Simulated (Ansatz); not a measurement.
# GeAsH3 (triplet): from Hartree-Fock to the top rungs, cc-pVDZ

The task here is to estimate one member of a computed series from the others.

Computed with Ansatz 0.2.0, Gaussian basis. Level: cc-pVDZ, core rule «outside noble gas», up to 28 orbitals frozen.

Plan: UHF; CCSD(T) on ROHF; CCSD(T) on UHF; BCCD(T) on ROHF; CISD; CCSDT(Q) on ROHF; CCSDT(Q) on UHF; CASSCF and NEVPT2, 12 electrons in 11 orbitals.

27 further runs of the same task are left out: 17 that didn't finish, 10 set aside as unsound or not needed.

## The geometry

The geometry is a PBE0/def2-TZVP stationary point (not a proven minimum). No spin-orbit coupling is included. The filled d shell of Ge, As may be among the frozen orbitals whatever the setting's name suggests; the logs give the count.

5 atoms, charge 0, spin multiplicity 3.

Atoms are counted from 1 here; the program's logs count them from 0.

Bond lengths: Ge1–As2 2.417 Å, Ge1–H3 1.540 Å, Ge1–H4 1.540 Å, Ge1–H5 1.540 Å. Angles: As2–Ge1–H3 110.3°, As2–Ge1–H4 110.3°, As2–Ge1–H5 110.3°, H3–Ge1–H4 108.7°, H3–Ge1–H5 108.7°, H4–Ge1–H5 108.7°.

Set-up of the first run:

in.yaml reads:

```yaml
crystal:
  periodic: [false, false, false]
  atoms:
    - {symbol: Ge, position_ang: [-1.191943, -0.008234, 0.002120]}
    - {symbol: As, position_ang: [1.225257, 0.008464, -0.002179]}
    - {symbol: H, position_ang: [-1.734783, 1.432476, 0.005020]}
    - {symbol: H, position_ang: [-1.717585, -0.735786, 1.252999]}
    - {symbol: H, position_ang: [-1.722058, -0.732435, -1.248816]}
basis:
  gaussian: {orbitals: cc-pVDZ}
magnetization: {spin_polarized: true, initial_magnetization: 2}
hamiltonian: {xc: hf}
output: {orbitals: {seedname: orbitals}}
```

Command:

```console
$ ansatz run in.yaml --threads 1 --pin off --events-out ev --progress --plain --max-ram 2393MiB
```

Steps of the session up to this table: UHF; CCSD(T) on ROHF; CCSD(T) on UHF; BCCD(T) on ROHF; CISD; CCSDT(Q) on ROHF; CCSDT(Q) on UHF; CASSCF and NEVPT2, 12 electrons in 11 orbitals.

One table of the session follows, with a row left open; its other results are not shown here.

| method | from UCCSDT(Q) (kJ/mol) |
| --- | --- |
| ROHF | +569.3 |
| UHF | +555.9 |
| RMP2 | +118.3 |
| UMP2 | +119.0 |
| CISD | +61.6 |
| RCCSD | +17.1 |
| UCCSD | +16.0 |
| RCCSD(T) | +4.1 |
| UCCSD(T) | +3.3 |
| BCCD(T) | ? |
| RCCSDT | +1.4 |
| UCCSDT | +0.6 |
| RCCSDT(Q) | +0.8 |
| UCCSDT(Q) | 0 |
| CASSCF valence | +403.0 |
| NEVPT2 valence | +105.9 |

Q: Estimate the row for BCCD(T) from the others.

The run gave: from UCCSDT(Q) (kJ/mol): +4.0. In the column «from UCCSDT(Q) (kJ/mol)» it lies between UCCSD(T) (+3.3) and RCCSD(T) (+4.1).

With the free atoms at the same levels and basis (separate runs), the atomisation energy is 10.161 eV at UCCSDT(Q), 10.160 eV at RCCSD(T), 10.142 eV at UCCSD(T), 7.851 eV at ROHF.

Limits of these values: Restricted and unrestricted rows rest on different reference determinants; where their highest levels disagree by more than a few hundredths of an eV, they describe different states and don't form one ladder.
